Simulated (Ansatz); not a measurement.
# ClFH₅NO₂Si₂: up Jacob's ladder to CCSD(T)

Aim: compute ClFH₅NO₂Si₂ with functionals from several rungs and with coupled cluster, and see how far each lands from CCSD(T) at the basis-set limit for the atomisation energy.

Program: Ansatz 0.2.0, Gaussian basis. Level of theory: functionals in def2-TZVPP, the program's frozen cores in correlated methods. These are calculated values, not measurements.

Plan: PBE-D4, r2SCAN-D4, PBE0-D4, B3LYP-D4, ωB97X-V, ωB97M-V, B2PLYP; CCSD(T)/def2-TZVPP; MP2/def2-QZVPP; extrapolation to the limit.

**1. The geometry**

All runs share one geometry, relaxed beforehand with PBE0-D4 in a triple-zeta def2 set.

SMILES `O[Si](O)(F)N[SiH2]Cl`, 12 atoms, charge 0, spin multiplicity 1.

Atoms are counted from 1 here; the program's logs count them from 0.

Bond lengths: O1–Si2 1.619 Å, O1–H8 0.959 Å, Si2–O3 1.628 Å, Si2–F4 1.591 Å, Si2–N5 1.705 Å, O3–H9 0.959 Å, N5–Si6 1.714 Å, N5–H10 1.011 Å, Si6–Cl7 2.068 Å, Si6–H11 1.479 Å, Si6–H12 1.475 Å. Angles: Si2–O1–H8 117.2°, O1–Si2–O3 106.5°, O1–Si2–F4 112.4°, O1–Si2–N5 109.3°, O3–Si2–F4 108.6°, O3–Si2–N5 116.0°, F4–Si2–N5 104.2°, Si2–O3–H9 117.9°, Si2–N5–Si6 128.2°, Si2–N5–H10 115.3°, Si6–N5–H10 115.0°, N5–Si6–Cl7 111.5°, N5–Si6–H11 108.2°, N5–Si6–H12 111.2°, Cl7–Si6–H11 107.0°, Cl7–Si6–H12 106.0°, H11–Si6–H12 112.9°.

**2. PBE-D4 (GGA)**

in.yaml

```yaml
crystal:
  periodic: [false, false, false]
  atoms:
    - {symbol: O, position_ang: [-0.760467, 0.070934, -2.386805]}
    - {symbol: Si, position_ang: [-0.315322, -0.506876, -0.941332]}
    - {symbol: O, position_ang: [0.738898, -1.713484, -1.229998]}
    - {symbol: F, position_ang: [-1.544545, -1.091828, -0.118260]}
    - {symbol: N, position_ang: [0.263043, 0.774511, 0.023072]}
    - {symbol: Si, position_ang: [0.031900, 1.023568, 1.703250]}
    - {symbol: Cl, position_ang: [1.019594, -0.406648, 2.824514]}
    - {symbol: H, position_ang: [-0.733396, -0.535456, -3.128614]}
    - {symbol: H, position_ang: [1.084657, -2.196925, -0.477716]}
    - {symbol: H, position_ang: [0.991296, 1.336291, -0.396515]}
    - {symbol: H, position_ang: [0.616785, 2.334005, 2.060492]}
    - {symbol: H, position_ang: [-1.392453, 0.911917, 2.067922]}
basis:
  gaussian: {orbitals: def2-TZVPP}
hamiltonian: {xc: pbe, dispersion: d4}
output: {forces: true, orbitals: {seedname: orbitals}}
```

Started as:

```console
$ ansatz run in.yaml --threads 2 --pin off --events-out ev --progress --plain --max-ram 22528MiB --backend cuda --devices 0, --max-vram 18GiB
```

Further steps of the session: r2SCAN-D4 (meta-GGA); PBE0-D4 (hybrid); B3LYP-D4 (hybrid); ωB97X-V (range-separated); ωB97M-V (range-separated); B2PLYP (double hybrid); CCSD(T) in def2-TZVPP; MP2 in def2-QZVPP.

Before running them: what should the planned runs give, taken together? Wanted: atomisation energy, CCSD(T)/CBS; farthest; mean size of error, hybrid; mean size of error, range-separated; gap, smallest and largest; T1 diagnostic; triples share of the correlation energy.

**Answer**, as computed:

| quantity | value |
| --- | --- |
| atomisation energy, CCSD(T)/CBS | 48.639 eV |
| functionals within 0.243 eV (0.5 %) | PBE-D4, ωB97X-V, ωB97M-V |
| farthest | B2PLYP (-0.951 eV) |
| mean size of error, hybrid | 0.744 eV |
| mean size of error, range-separated | 0.074 eV |
| gap, smallest and largest | 6.29 eV (PBE-D4), 12.99 eV (ωB97X-V) |
| T1 diagnostic | 0.0108 |
| triples share of the correlation energy | 3.5 % |

What this shows: PBE-D4 misses by +0.091 eV. Double hybrids carry the basis error of their MP2 part in triple zeta, and no dispersion term here, so their miss is partly the set-up's. The reference freezes the cores and leaves out relativity and excitations past (T), so misses under about 0.243 eV can't be ranked. Hartree-Fock recovers 71 % of the binding; the rest is correlation. Orbital gaps span 6.3 to 13.0 eV; exact exchange widens them.
